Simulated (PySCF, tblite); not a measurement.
# C₆H₁₂GeS: geometry, infrared bands and NMR shifts

Wanted: the infrared bands and NMR shifts of C₆H₁₂GeS (`CC#[C][Ge@@H]([SH])[CH](C)C`), by calculation.

Computed with tblite 0.8.0 and PySCF 2.14.0, with density-fitted response routines of our own, on a single molecule in the gas phase. Atoms are numbered from 0 throughout.

## 1. The starting structure

20 atoms, charge 0, multiplicity 1; geometry from: force field or distance geometry start.

Bonds of the start (Å): C0–C1 1.47, C1–C2 1.19, C2–Ge3 1.91, Ge3–S4 2.22, Ge3–C5 1.95, C5–C6 1.51, C5–C7 1.49, C0–H8 1.11, C0–H9 1.11, C0–H10 1.10, Ge3–H11 1.55, S4–H12 1.39, C5–H13 1.10, C6–H14 1.09, C6–H15 1.12, C6–H16 1.12, C7–H17 1.11, C7–H18 1.09, C7–H19 1.12.

## 2. Optimising the geometry with GFN2-xTB

Job settings and geometry (Å):

```
{"job": {"kind": "relax", "xc": "GFN2-xTB", "basis": "xTB"}, "charge": 0, "multiplicity": 1}
C      3.663000    -0.532600     0.392100
C      2.351200     0.075600     0.133900
C      1.291000     0.561700    -0.080000
Ge    -0.413300     1.360200    -0.423000
S     -0.741400     1.714800    -2.590900
C     -1.827400     0.155800     0.180500
C     -1.423200    -0.390100     1.531600
C     -2.020600    -0.983400    -0.762200
H      4.331500    -0.506600    -0.489400
H      3.536800    -1.594400     0.698400
H      4.125100     0.021200     1.218200
H     -0.476900     2.684200     0.378800
H      0.474700     2.121100    -3.134700
H     -2.776500     0.696400     0.294000
H     -1.416300    -1.483600     1.518400
H     -2.099000     0.009800     2.324400
H     -0.380000    -0.086500     1.807000
H     -1.036000    -1.381500    -1.082100
H     -2.559100    -0.618500    -1.636400
H     -2.608800    -1.812900    -0.281500
```

Launch:

```sh
$ OMP_NUM_THREADS=1 python probes_run.py task.json out
```

This one command runs all jobs of the session in turn.

**Question.** This job is followed by: GFN2-xTB harmonic vibrations, gas phase; GIAO PBE0/pcSseg-1 NMR shielding, non-relativistic, gas phase. Predict these results of the whole session: strongest single infrared mode (GFN2-xTB); zero-point energy (GFN2-xTB); 13C shifts against TMS (PBE0/pcSseg-1); 1H shifts against TMS (PBE0/pcSseg-1, means over atoms taken as alike); 73Ge shifts against GeMe4 (PBE0/pcSseg-1); 33S shifts against CS2 (PBE0/pcSseg-1).

As calculated:

| quantity | value |
| --- | --- |
| strongest single infrared mode (GFN2-xTB) | 1798 cm⁻¹, 472 km/mol |
| zero-point energy (GFN2-xTB) | 96.4 kcal/mol |
| 13C shifts against TMS (PBE0/pcSseg-1) | 114.4, 84.7, 27.4, 20.7, 20.1, 5.9 ppm |
| 1H shifts against TMS (PBE0/pcSseg-1, means over atoms taken as alike) | 5.42, 2.06, 1.57, 1.35, 1.29, -0.01 ppm |
| 73Ge shifts against GeMe4 (PBE0/pcSseg-1) | -60 ppm |
| 33S shifts against CS2 (PBE0/pcSseg-1) | -240 ppm |

What this shows: Relaxing lowered the energy by 0.514 eV in 182 steps; the close pair that moved most is S4–H12, from 1.393 to 1.325 Å. The lowest mode is slightly imaginary (12i cm⁻¹), a soft motion within the noise of the Hessian, so the minimum is not strictly shown. The strongest single mode, at 1798 cm⁻¹, moves mainly H11. GFN2-xTB is a fitted tight-binding method: band positions and strengths are rough. Its intensities can rank the bands wrongly. At PBE0/pcSseg-1: Shielding is most anisotropic at C1 (span 287 ppm, paramagnetic term -202 ppm). Spin-orbit coupling is left out, which matters for shieldings and couplings at and beside the heavy atoms.
